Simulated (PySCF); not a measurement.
# AlCl3H3P (Al(PH3)Cl3): the cost of one run

Computed with PySCF 2.14.0 and routines of our own; the level stands in each step. Atoms count from 0.

## Step 1: The starting structure

8 atoms, charge 0, multiplicity 1; geometry from: GFN2-xTB.

## Step 2: Magnetic properties: GIAO B3LYP/def2-SVP

What the job is given:

```
{"job": {"kind": "mag", "xc": "B3LYP", "basis": "def2-SVP"}, "charge": 0, "multiplicity": 1}
Al    -0.005670     0.010530    -1.472940
P     -0.000260    -0.002280     1.138270
H      0.673000     0.969750     1.851860
H      0.524840    -1.081620     1.821780
H     -1.177870     0.071990     1.855830
Cl     2.025700    -0.026690    -1.728300
Cl    -0.988860     1.788110    -1.731470
Cl    -1.050870    -1.729800    -1.735030
```

Method: GIAO B3LYP/def2-SVP magnetisability, rotational g tensor and spin-rotation constants, non-relativistic, gas phase.

The run is started by

```sh
> OMP_NUM_THREADS=1 python excited_run.py task.json out
```

The driver reads the jobs from task.json and runs them one after another.

Q: Estimate the wall time and peak memory of this first job on 1 thread of Arm Neoverse V1, shared host.

About 9.8 s, with a peak of 0.51 GiB.
